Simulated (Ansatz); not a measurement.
## C₃H₄BrCl, SMILES C=CC(Cl)Br: harmonic frequencies at the relaxed geometry

Computed with the Ansatz DFT code, driven from Python.

Script `freq.py`:
```python
# -*- coding: utf-8 -*-
"""Vibrations and zero-point energy of C3H4BrCl."""

import ansatz
import numpy as np

molecule = (
    ansatz.Crystal.molecule()
    .atom("C", (0.067, 0.5737, 1.3501))
    .atom("C", (-0.4925, 0.0299, 0.2428))
    .atom("C", (0.285, -0.4393, -0.9368))
    .atom("Cl", (0.1289, -2.1587, -1.1947))
    .atom("Br", (-0.2445, 0.5497, -2.5112))
    .atom("H", (-0.6325, 0.9481, 2.1485))
    .atom("H", (1.1098, 0.8014, 1.4591))
    .atom("H", (-1.5265, -0.107, 0.1851))
    .atom("H", (1.3937, -0.244, -0.7602))
)

calc = molecule.calculation().basis(gaussian="def2-SVP").functional("pbe0")
symbols = [site.symbol for site in molecule.cartesian_sites]
start = np.array([site.position_ang for site in molecule.cartesian_sites], dtype=float)
r = calc.relax(force_tolerance=0.003, max_steps=100).run(threads=1).report
end = np.array(r["positions_ang"])

print("final positions (A) and the move of each atom")
for symbol, xyz, old in zip(symbols, end, start):
    print(f"{symbol:2s} {xyz[0]:10.5f} {xyz[1]:10.5f} {xyz[2]:10.5f}   {np.linalg.norm(xyz - old):7.4f}")

# same settings at the minimum
minimum = ansatz.Crystal.molecule()
for symbol, place in zip(symbols, end):
    minimum = minimum.atom(symbol, place.tolist())
vibrating = (
    minimum.calculation()
    .basis(gaussian="def2-SVP")
    .functional("pbe0")
    .phonons(temperatures=(200, 600, 100))
)
vib = vibrating.run(threads=1).report["vibrations"]
sums = vib["harmonic_sums"]
modes = [m["omega_inv_cm"] for m in sums["modes_at_gamma"] if m["rigid_motion"] == "no"]
for number, w in enumerate(modes, start=1):
    print(f"mode {number:2d} {w:9.1f} 1/cm {w / 8065.544 * 1000:8.2f} meV")
print("imaginary modes:", sum(w < 0 for w in modes), " zero-point energy:", round(sums["zero_point_energy_ev"], 4), "eV")
print("T (K)   F_vib (eV)   S_vib (meV/K)   C_vib (meV/K)")
for row in zip(sums["temperatures_k"], sums["vibrational_free_energy_ev"], vib["entropy_ev_per_k"], vib["heat_capacity_ev_per_k"]):
    print(f"{row[0]:6.1f} {row[1]:11.4f} {1000 * row[2]:13.4f} {1000 * row[3]:15.4f}")
```

```console
$ python freq.py
final positions (A) and the move of each atom
C     0.03507    0.61575    1.32677    0.0577
C    -0.49707    0.02182    0.25830    0.0181
C     0.31109   -0.42663   -0.90335    0.0443
Cl    0.09700   -2.17003   -1.18712    0.0347
Br   -0.18823    0.58530   -2.50109    0.0673
H    -0.58932    0.93269    2.16552    0.0489
H     1.10973    0.80884    1.40244    0.0571
H    -1.57304   -0.16862    0.18699    0.0772
H     1.38317   -0.24532   -0.76576    0.0120
mode  1      97.9 1/cm    12.13 meV
mode  2     215.6 1/cm    26.73 meV
mode  3     252.2 1/cm    31.27 meV
mode  4     293.4 1/cm    36.37 meV
mode  5     380.1 1/cm    47.13 meV
mode  6     588.2 1/cm    72.93 meV
mode  7     707.5 1/cm    87.72 meV
mode  8     790.5 1/cm    98.01 meV
mode  9     954.2 1/cm   118.30 meV
mode 10     960.6 1/cm   119.10 meV
mode 11    1019.5 1/cm   126.40 meV
mode 12    1158.0 1/cm   143.57 meV
mode 13    1187.8 1/cm   147.26 meV
mode 14    1238.9 1/cm   153.60 meV
mode 15    1299.2 1/cm   161.08 meV
mode 16    1426.5 1/cm   176.86 meV
mode 17    1731.8 1/cm   214.71 meV
mode 18    3167.0 1/cm   392.66 meV
mode 19    3173.1 1/cm   393.42 meV
mode 20    3203.8 1/cm   397.22 meV
mode 21    3273.3 1/cm   405.84 meV
imaginary modes: 0  zero-point energy: 1.6812 eV
T (K)   F_vib (eV)   S_vib (meV/K)   C_vib (meV/K)
 200.0      1.6584        0.2931          0.3901
 300.0      1.6193        0.4879          0.5837
 400.0      1.5609        0.6811          0.7640
 500.0      1.4833        0.8683          0.9141
 600.0      1.3875        1.0460          1.0346
```

Caveats:
- The frequencies are harmonic and unscaled, in a modest basis.
- The result belongs to the one conformer reached from this start, and soft torsions count as harmonic oscillators.
- It ran for 4.2 min on 1 thread of AMD EPYC 7B13 (Zen 3) (shared host), peak memory 0.37 GiB.
